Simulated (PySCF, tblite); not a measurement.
# C₄H₉Si₂ radical: geometry, infrared bands and EPR parameters

Wanted: the infrared bands and EPR parameters of C₄H₉Si₂ radical (`C#C[SiH]CC[SiH3]`), by calculation.

The runs use tblite 0.8.0 and PySCF 2.14.0, with density-fitted response routines of our own; the level of theory stands in each step. All values are computed, except where a source is named. Atoms are numbered from 0 throughout.

### Step 1. The starting structure

15 atoms, charge 0, multiplicity 2; geometry from: force field or distance geometry start.

Bonds of the start (Å): C0–C1 1.21, C1–Si2 1.85, Si2–C3 1.88, C3–C4 1.55, C4–Si5 1.88, C0–H6 1.06, Si2–H7 1.49, C3–H8 1.11, C3–H9 1.09, C4–H10 1.10, C4–H11 1.09, Si5–H12 1.49, Si5–H13 1.48, Si5–H14 1.48.

### Step 2. Optimising the geometry with GFN2-xTB

Job settings and geometry (Å):

```
{"job": {"kind": "relax", "xc": "GFN2-xTB", "basis": "xTB"}, "charge": 0, "multiplicity": 2}
C      3.191100     0.690300     1.378000
C      2.503600     0.590800     0.381300
Si     1.462700     0.416800    -1.139400
C      0.149400    -0.912900    -0.975200
C     -0.815200    -0.836000     0.235700
Si    -2.170800     0.464100     0.165800
H      3.780300     0.794300     2.252800
H      0.808500     1.716800    -1.469700
H      0.698000    -1.874100    -0.885300
H     -0.423800    -0.974800    -1.898200
H     -1.325800    -1.804900     0.309300
H     -0.253000    -0.710600     1.161500
H     -1.584400     1.828600     0.206600
H     -3.066100     0.305300     1.332200
H     -2.959000     0.314300    -1.076900
```

On the command line:

```
$ OMP_NUM_THREADS=1 python probes_run.py task.json out
```

One launch serves the whole session: the jobs run in the order shown.

The program printed:

```text
step      E/eV     max force
  0    -447.81415    1.080
  1    -447.84886    1.148
  2    -447.85246    1.535
  3    -447.87384    0.399
  4    -447.88038    0.299
  5    -447.89006    0.364
  6    -447.89534    0.263
  7    -447.90062    0.166
  8    -447.90411    0.202
  9    -447.90723    0.192
 10    -447.90986    0.166
 11    -447.91210    0.108
 12    -447.91402    0.103
 13    -447.91573    0.100
 14    -447.91713    0.090
 15    -447.91814    0.075
 16    -447.91879    0.062
 17    -447.91928    0.061
 18    -447.91978    0.051
 19    -447.92020    0.057
 20    -447.92050    0.042
 21    -447.92073    0.045
 22    -447.92102    0.045
 23    -447.92139    0.061
 24    -447.92174    0.056
 25    -447.92197    0.034
 26    -447.92212    0.032
 27    -447.92228    0.033
 28    -447.92246    0.043
 29    -447.92263    0.036
 30    -447.92276    0.027
 31    -447.92285    0.023
 32    -447.92292    0.027
 33    -447.92299    0.027
 34    -447.92305    0.019
 35    -447.92310    0.016
 36    -447.92314    0.014
 37    -447.92317    0.015
 38    -447.92320    0.015
 39    -447.92324    0.017
 40    -447.92329    0.017
 41    -447.92334    0.017
 42    -447.92337    0.014
 43    -447.92341    0.019
 44    -447.92346    0.021
 45    -447.92352    0.020
 46    -447.92358    0.019
 47    -447.92363    0.015
 48    -447.92367    0.017
 49    -447.92371    0.018
 50    -447.92375    0.017
 51    -447.92377    0.013
 52    -447.92379    0.013
 53    -447.92381    0.013
 54    -447.92384    0.019
 55    -447.92387    0.017
 56    -447.92389    0.010
```

Run time: 0.36 s. Hardware: 1 thread of Arm Neoverse V1, shared host.

Relaxation path: (not every step is listed)

| step | energy from step 0 (eV) | largest force (eV/Å) |
| --- | --- | --- |
| 0 | 0.0000 | 1.0801 |
| 1 | -0.0347 | 1.1482 |
| 2 | -0.0383 | 1.5354 |
| 3 | -0.0597 | 0.3992 |
| 4 | -0.0662 | 0.2985 |
| 5 | -0.0759 | 0.3638 |
| 6 | -0.0812 | 0.2626 |
| 7 | -0.0865 | 0.1658 |
| 8 | -0.0900 | 0.2021 |
| 12 | -0.0999 | 0.1031 |
| 16 | -0.1046 | 0.0617 |
| 20 | -0.1064 | 0.0424 |
| 24 | -0.1076 | 0.0557 |
| 28 | -0.1083 | 0.0426 |
| 32 | -0.1088 | 0.0272 |
| 36 | -0.1090 | 0.0136 |
| 40 | -0.1091 | 0.0167 |
| 44 | -0.1093 | 0.0205 |
| 48 | -0.1095 | 0.0174 |
| 51 | -0.1096 | 0.0130 |
| 52 | -0.1096 | 0.0127 |
| 53 | -0.1097 | 0.0129 |
| 54 | -0.1097 | 0.0193 |
| 55 | -0.1097 | 0.0175 |
| 56 | -0.1097 | 0.0099 |

Distances of close pairs at the start and the end, largest changes first:

| bond | before (Å) | after (Å) | change (Å) |
| --- | --- | --- | --- |
| Si2–H7 | 1.492 | 1.459 | -0.033 |
| C1–Si2 | 1.851 | 1.827 | -0.024 |
| Si5–H12 | 1.486 | 1.465 | -0.021 |
| C4–Si5 | 1.880 | 1.900 | +0.020 |
| Si2–C3 | 1.876 | 1.896 | +0.020 |
| C3–C4 | 1.550 | 1.534 | -0.017 |
| C3–H8 | 1.110 | 1.094 | -0.016 |
| Si5–H13 | 1.479 | 1.463 | -0.016 |

The end geometry stands in the next job.

### Step 3. Vibrational analysis with GFN2-xTB

Job settings and geometry (Å):

```
{"job": {"kind": "ir", "xc": "GFN2-xTB", "basis": "xTB"}, "charge": 0, "multiplicity": 2}
C      3.151079     0.691965     1.362376
C      2.370156     0.657710     0.440612
Si     1.338008     0.505099    -1.058999
C      0.139594    -0.960536    -0.957623
C     -0.806522    -0.882415     0.246721
Si    -2.118561     0.488044     0.151211
H      3.799983     0.742187     2.188939
H      0.775146     1.777928    -1.497408
H      0.714277    -1.889586    -0.895502
H     -0.448866    -1.024341    -1.876118
H     -1.324492    -1.842153     0.345817
H     -0.213668    -0.763378     1.157338
H     -1.489000     1.809730     0.194459
H     -3.034063     0.349108     1.284295
H     -2.857485     0.348626    -1.108030
```

The program printed:

```text
mode    cm-1     km/mol
  1      23.4      0.08
  2      63.7      0.23
  3      99.1      0.16
  4     145.2      0.32
  5     206.9      2.61
  6     227.0      1.89
  7     265.1      7.11
  8     315.1      7.28
  9     424.3     30.53
 10     506.0     40.43
 11     543.7     59.46
 12     581.0     51.48
 13     603.6     30.66
 14     652.1     16.40
 15     680.2     36.50
 16     686.8     28.73
 17     753.1    128.72
 18     781.4    216.01
 19     789.0    268.36
 20     795.7    102.26
 21     804.0    239.14
 22     838.8      9.82
 23    1057.6     12.40
 24    1088.1     20.52
 25    1162.9      3.56
 26    1289.6      3.44
 27    1307.3      0.14
 28    1482.0      1.42
 29    1493.2      0.42
 30    2128.9     27.12
 31    2238.4    314.51
 32    2253.5    229.86
 33    2266.4    282.04
 34    2283.5    426.97
 35    2925.0     67.71
 36    2936.8     45.31
 37    2961.6     28.76
 38    2963.8     34.73
 39    3350.7      3.06
```

Run time: 0.51 s. Hardware: 1 thread of Arm Neoverse V1, shared host.

Which atoms move in the most intense modes:

| cm⁻¹ | km/mol | atoms |
| --- | --- | --- |
| 753 | 128.7 | Si2 33 %, C4 12 %, H10 10 % |
| 781 | 216.0 | H14 43 %, H13 40 % |
| 789 | 268.4 | H12 27 %, H14 23 %, C3 12 % |
| 804 | 239.1 | H12 49 %, H13 35 % |
| 2238 | 314.5 | H14 95 % |
| 2254 | 229.9 | H12 87 % |
| 2266 | 282.0 | H13 92 % |
| 2284 | 427.0 | H7 90 % |

### Step 4. EPR parameters: B3LYP/pcH-1

Same as in step 3 but for these lines:

```diff
@@ -1,2 +1,2 @@
-{"job": {"kind": "ir", "xc": "GFN2-xTB", "basis": "xTB"}, "charge": 0, "multiplicity": 2}
+{"job": {"kind": "epr", "basis": "pcH-1"}, "charge": 0, "multiplicity": 2}
 C      3.151079     0.691965     1.362376
```

Level: UKS B3LYP, pcH-1 on C H Si, non-relativistic, mean-field spin-orbit, GIAO.

The program printed:

```text
UKS, coarse grid
  cycle   1  E = -736.68146122  |g| = 3.94e-01
  cycle   2  E = -736.62798922  |g| = 4.91e-01
  cycle   3  E = -736.75714828  |g| = 5.19e-02
  cycle   4  E = -736.75780575  |g| = 4.10e-02
  cycle   5  E = -736.75858522  |g| = 1.52e-02
  cycle   6  E = -736.75870579  |g| = 4.61e-03
  cycle   7  E = -736.75871851  |g| = 1.03e-03
  cycle   8  E = -736.75872073  |g| = 4.44e-04
UKS, final grid
  cycle   1  E = -736.75867344  |g| = 4.35e-04
  cycle   2  E = -736.75867347  |g| = 5.60e-04
  cycle   3  E = -736.75867364  |g| = 1.23e-04
  cycle   4  E = -736.75867366  |g| = 1.36e-04
  cycle   5  E = -736.75867369  |g| = 5.47e-05
  cycle   6  E = -736.75867369  |g| = 1.14e-05
E = -736.75867369 Eh   <S^2> = 0.7550 (exact 0.7500)
g shifts (ppm)      1          2          3
  rmc          -138       -138       -138
  gc             13         79         80
  oz_so         -95        743       1900
  total        -220        683       1842
hyperfine (MHz)  atom isotope    a_iso     a_fc   dipolar eigenvalues
    0   13C      16.13      16.20    -15.55    -12.53     28.08
    1   13C       2.90       2.88     -9.82     -0.25     10.07
    2  29Si    -417.36    -418.43   -168.72     84.09     84.63
    3   13C      18.41      18.39     -3.05     -2.78      5.83
    4   13C      35.65      35.65     -2.46     -2.37      4.83
    5  29Si      -3.48      -3.48     -0.76      0.13      0.63
    6    1H     -14.57     -14.56     -7.49     -0.90      8.39
    7    1H      30.17      30.16     -9.71      1.35      8.37
    8    1H       7.64       7.64     -4.03     -2.46      6.50
    9    1H      -1.05      -1.05     -3.70     -2.08      5.78
   10    1H      15.46      15.46     -1.77     -0.75      2.52
   11    1H       0.52       0.52     -2.63     -0.81      3.44
   12    1H       2.40       2.40     -1.73     -1.19      2.92
   13    1H      -0.26      -0.26     -0.62     -0.39      1.01
   14    1H       0.11       0.11     -0.77     -0.69      1.46
```

Wall time 68 s (1 thread of Arm Neoverse V1, shared host); peak memory 1 GiB.

Principal g values 2.00210, 2.00300, 2.00416; g(iso) = 2.00309, against 2.00232 for a free electron.

Hyperfine couplings; where a row names several nuclei, a(iso) is their mean (it holds for fast rotation or exchange) and the dipolar term the largest among them:

| nuclei | isotope | a(iso) (MHz) | a(iso) (G, at g = 2.0023) | largest dipolar term (MHz) |
| --- | --- | --- | --- | --- |
| Si2 | 29Si | -417.4 | -148.9 | -168.7 |
| C4 | 13C | 35.6 | 12.7 | 4.8 |
| H7 | 1H | 30.2 | 10.8 | -9.7 |
| C3 | 13C | 18.4 | 6.6 | 5.8 |
| C0 | 13C | 16.1 | 5.8 | 28.1 |
| H6 | 1H | -14.6 | -5.2 | 8.4 |
| H10, H11 | 1H | 8.0 | 2.9 | 3.4 |
| Si5 | 29Si | -3.5 | -1.2 | -0.8 |
| H8, H9 | 1H | 3.3 | 1.2 | 6.5 |
| C1 | 13C | 2.9 | 1.0 | 10.1 |
| H12, H13, H14 | 1H | 0.7 | 0.3 | 2.9 |

Mulliken spin populations:

C0 0.20; C1 -0.12; Si2 0.92; C3 -0.01; C4 0.02; Si5 0.00; H6 -0.01; H7 0.00; H8 0.00; H9 0.00; H10 0.01; H11 0.00; H12 0.00; H13 0.00; H14 0.00

In first order the couplings over 0.8 MHz of 1H give 36 distinct lines over 24.0 G, if the averaged nuclei exchange fast; the same motion can average rows kept apart here too.

Orbitals, density, ELF and potential are computed afterwards from the orbital file.

ELF in a plane through or near 4 of the atoms.

Ten even steps from '0' (0.00) to '9' (1.00):
```
0000000000000000000000000000
0000000000000000000000000000
0000000000000000000000000000
0000000000000000014641000000
0000000000000000159997000000
0000242121000000289999100000
0004998554100000289998100000
0006999765300111349994000000
0005999576401665644631000000
0001677687401885872100000000
0000135676300466461000000000
0000024543000265661000000000
0000002221003455441000000000
0000000000018962000000000000
0000000000059993000000000000
0000000000059982000000000000
0000000000006730000000000000
0000000000000000000000000000
0000000000000000000000000000
0000000000000000000000000000
```
The map spans 13.7 Å across and 9.4 Å up, centred on the molecule. Atoms in the plane (x, y in Å): C4 (0.8, -0.3), H6 (-4.2, 1.1), H8 (-0.3, -2.1), H13 (2.6, 1.8).

On the surface of density 0.002 e/bohr³ the electrostatic potential runs, from the 1st to the 99th percentile, from -0.77 V near C1 to 1.49 V near H6.

The spin density lies nearest to Si2 60 %; C0 13 %; H7 9 %; C1 7 % (both signs).

### Step 5. Summary of results

```
                                                                  quantity                    value
                                 strongest single infrared mode (GFN2-xTB)    2284 cm⁻¹, 427 km/mol
                                              zero-point energy (GFN2-xTB)            65.7 kcal/mol
                                                            g(iso) (B3LYP)                  2.00309
                                                                      ⟨S²⟩       0.755 (exact 0.75)
                                        largest a(iso) (averaged by class)  29Si on Si2, -417.4 MHz
potential on the surface of density 0.002 e/bohr³, 1st and 99th percentile       -0.77 V and 1.49 V
```

What this shows: Relaxing lowered the energy by 0.110 eV in 56 steps; the close pair that moved most is Si2–H7, from 1.492 to 1.459 Å. No mode is imaginary among the 39: a minimum at this level. The strongest single mode, at 2284 cm⁻¹, moves mainly H7. GFN2-xTB is a fitted tight-binding method: band positions and strengths are rough. Its intensities can rank the bands wrongly. Most of the unpaired spin sits on Si2 (0.92 e). The isotropic g lies 0.8 ppt above the free-electron value. These values are for one conformer; the search (at its own cheap level) found 2 more, at 0.55, 0.67 kcal/mol, and measured spectra average over such forms.
